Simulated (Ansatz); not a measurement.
# CuSn: the cost of one run

Program: Ansatz 0.2.0. Level of theory: DFT LDA, scalar-relativistic, plane waves, PAW. These are calculated values, not measurements.

2 further runs of the same task are left out: 1 that didn't finish, 1 set aside as unsound or not needed.

## 1. The starting structure

Symmetry: P6_3/mmc, No. 194, hexagonal system. The conventional cell has a = 4.201 Å, b = 4.201 Å, c = 5.066 Å, α = 90.00°, β = 90.00°, γ = 120.00°. Cu (site symmetry -3m) has 2 Cu at 2.53 Å and 6 Sn at 2.74 Å as nearest neighbours. Around Sn (site symmetry -6m2) lie 6 Cu at 2.74 Å.

As a file:

```cif
data_structure
_symmetry_space_group_name_H-M 'P 1'
_symmetry_Int_Tables_number 1
_cell_length_a 4.2007
_cell_length_b 4.2007
_cell_length_c 5.0663
_cell_angle_alpha 90.000
_cell_angle_beta 90.000
_cell_angle_gamma 120.000
_cell_volume 77.42
loop_
_atom_site_label
_atom_site_type_symbol
_atom_site_fract_x
_atom_site_fract_y
_atom_site_fract_z
_atom_site_occupancy
Cu1 Cu 0.00000 0.00000 0.00000 1
Cu2 Cu 0.00000 0.00000 0.50000 1
Sn1 Sn 0.33333 0.66667 0.25000 1
Sn2 Sn 0.66667 0.33333 0.75000 1
```

It is the result of an earlier relaxation at this level (volume 19.36 Å³/atom; gap on the mesh: none (metal)).

## 2. Relaxing with LDA

Input file input.yaml:

```yaml
crystal:
  lattice:
    - [4.2006666612, 0.0, 0.0]
    - [-2.1003333306, 3.6378840414, 0.0]
    - [0.0, 0.0, 5.0663274949]
  atoms:
    - { symbol: Cu, position: [0.0, 0.0, 0.0] }
    - { symbol: Cu, position: [0.0, 0.0, 0.5] }
    - { symbol: Sn, position: [0.3333333333, 0.6666666667, 0.25] }
    - { symbol: Sn, position: [0.6666666667, 0.3333333333, 0.75] }
basis:
  ecutwfc: 420
kpoints:
  mp_grid: { grid: [12, 12, 8] }
hamiltonian:
  xc: lda
scf:
  occupations: { method: gaussian, width: 0.1 }
output:
  forces: true
  stress: true
  eigenvalues: true
relax:
  adjacent_minimum: "off"
  f_tol: 0.005
  max_steps: 50
  cell: { stress_tol: 0.05 }
```

Command:

```
> ansatz run input.yaml --threads 1 --pin off --max-ram 2560MiB --backend cpu --events-out ev --progress --plain --runs-dir out
```

Q: Estimate wall time and peak memory on 1 thread of Intel Xeon 6975P-C (Granite Rapids), shared host.

About 42 s, with a peak of 0.53 GiB.
